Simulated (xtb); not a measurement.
**C4H5BrSi (SMILES C#C[Si@@H]1C[C@@H]1Br): GFN2-xTB**

We compute a geometry optimisation of C4H5BrSi. 

The calculation is run with xtb 6.7.1.

1 further run of the same task is left out (set aside as unsound or not needed).

## Step 1: Starting point

C4H5BrSi: 11 atoms, total charge 0, spin state singlet. SMILES: `C#C[Si@@H]1C[C@@H]1Br`. All atoms were displaced at random from a relaxed shape. The run starts from this shape.

Bond lengths: C1–C2 1.172 Å, C2–Si3 1.905 Å, Si3–C4 1.882 Å, Si3–C5 1.930 Å, C5–Br6 1.890 Å, C1–H7 1.139 Å, Si3–H8 1.484 Å, C4–H9 1.110 Å, C4–H10 1.081 Å, C5–H11 1.049 Å. Some angles: C1–C2–Si3 170.7°, C2–Si3–C4 116.7°, C2–Si3–C5 111.3°, C4–Si3–C5 50.8°, Si3–C5–Br6 126.7°, C2–C1–H7 168.9°, C2–Si3–H8 121.8°, C4–Si3–H8 118.7°, C5–Si3–H8 116.4°, Si3–C4–H9 121.5°. A long bond or contact: C4–C5 1.634 Å.

## Step 2: A structure relaxation at GFN2-xTB

Input file xcontrol:

```
$opt
   hessian=lindh
$end
```

Input file mol.xyz:

```xyz
11

C     -0.412470    -0.901720     2.736310
C     -0.212780    -0.942420     1.581810
Si     0.394980    -0.905170    -0.223430
C      0.958550     0.760560    -0.893110
C     -0.587180     0.386310    -1.269080
Br    -1.964490     1.525380    -0.655040
H     -0.805570    -0.940450     3.804920
H      0.822100    -2.138400    -0.930370
H      0.955920     1.672290    -0.259460
H      1.595960     0.839250    -1.763140
H     -0.660080     0.257860    -2.307620
```

Started as:

```console
$ xtb mol.xyz --gfn 2 -I xcontrol -c 0 --opt tight -P 1 > out.txt
```

Q: Predict the results. Wanted: total energy at the end; dipole moment; HOMO energy; LUMO energy; HOMO–LUMO gap; dispersion energy; mean polarisability.

Answer, from the run:

Level: GFN2-xTB.

| quantity | value |
| --- | --- |
| total energy at the end | -16.78358 Eh |
| dipole moment | 4.45 D |
| HOMO energy | -9.82 eV |
| LUMO energy | -6.69 eV |
| HOMO–LUMO gap | 3.12 eV |
| dispersion energy | -21.73 kJ/mol |
| mean polarisability (D4 model) | 86.6 bohr³ |

In words: At the final geometry: Bond lengths: C1–C2 1.203 Å, C2–Si3 1.832 Å, Si3–C4 1.888 Å, Si3–C5 1.901 Å, C4–C5 1.529 Å, C5–Br6 1.949 Å, C1–H7 1.052 Å, Si3–H8 1.450 Å, C4–H9 1.082 Å, C4–H10 1.083 Å, C5–H11 1.083 Å. Some angles: C1–C2–Si3 178.8°, C2–Si3–C4 116.0°, C2–Si3–C5 115.4°, C4–Si3–C5 47.6°, Si3–C4–C5 66.6°, Si3–C5–C4 65.8°, Si3–C5–Br6 122.7°, C4–C5–Br6 116.7°, C2–C1–H7 179.7°, C2–Si3–H8 119.0°. The optimisation took 16 steps and changed the energy by -0.476 eV.
